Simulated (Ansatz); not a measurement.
# EuMo: what a guessed cell relaxes into

Aim: relax a trial structure of EuMo and see where it ends.

Method: DFT PBE, scalar-relativistic, plane waves, PAW, in Ansatz 0.2.0.

## Step 1: The structure to begin with

It takes space group F-43m (No. 216, cubic). The conventional cell has a = 5.813 Å, b = 5.813 Å, c = 5.813 Å, α = 90.00°, β = 90.00°, γ = 90.00°. Around Eu (site symmetry -43m) lie 4 Mo at 2.52 Å. Mo (site symmetry -43m) has 4 Eu at 2.52 Å in its first shell of neighbours.

Structure file:

```
Eu Mo
1.0
     0.00000    2.90656    2.90656
     2.90656    0.00000    2.90656
     2.90656    2.90656    0.00000
Eu Mo
1 1
Cartesian
  0.0000 0.0000 0.0000
  4.3598 4.3598 4.3598
```

The cell is invented: species swapped into a database cell of HgSe (F-43m, No. 216), with Eu on the Hg sites and Mo on the Se sites. Lengths come from tabulated atomic sizes and are only a guess.

## Step 2: The guess as it stands, on a coarse mesh

input.yaml

```yaml
crystal:
  lattice:
    - [0.0, 2.90655561, 2.90655561]
    - [2.90655561, 0.0, 2.90655561]
    - [2.90655561, 2.90655561, 0.0]
  atoms:
    - { symbol: Eu, position: [0.0, 0.0, 0.0], spin: 7.0 }
    - { symbol: Mo, position: [0.75, 0.75, 0.75] }
basis:
  ecutwfc: 420
kpoints:
  mp_grid: { grid: [6, 6, 6] }
hamiltonian:
  xc: pbe
scf:
  occupations: { method: gaussian, width: 0.1 }
  lower_state_search: "off"
output:
  forces: true
  stress: true
  eigenvalues: true
  populations: true
magnetization:
  spin_polarized: true
```

On the command line:

```bash
$ ansatz run input.yaml --threads 1 --pin off --max-ram 2560MiB --backend cpu --events-out ev --progress --plain --runs-dir out
```

The session goes on with these runs: coarse relaxation; final relaxation.

Q: Predict the outcome of this session. Wanted: conventional cell; volume; energy over the elements; gap on the mesh; total moment.

The runs gave:

```
                              quantity                                                                      value
symmetry at the end (tolerance 0.05 Å)                                                space group F-43m (No. 216)
                     conventional cell  a = 6.181 Å, b = 6.181 Å, c = 6.181 Å, α = 90.00°, β = 90.00°, γ = 90.00°
                                volume                                                              29.52 Å³/atom
              energy over the elements                                                              +2.38 eV/atom
                       gap on the mesh                                                               none (metal)
                          total moment                                                               3.59 μB/cell
```

**Reading.** The space group F-43m (No. 216) is kept, and the volume per atom grows by 20.2 % from the first guess. The formation energy is positive, so the separate elements lie lower. No finished test with a distortion of lower symmetry is shown, so the end may be a saddle point. The runs treat Eu without spin-orbit coupling. The open f shell has no Hubbard U here, which places its levels poorly. Other magnetic orders were not searched.
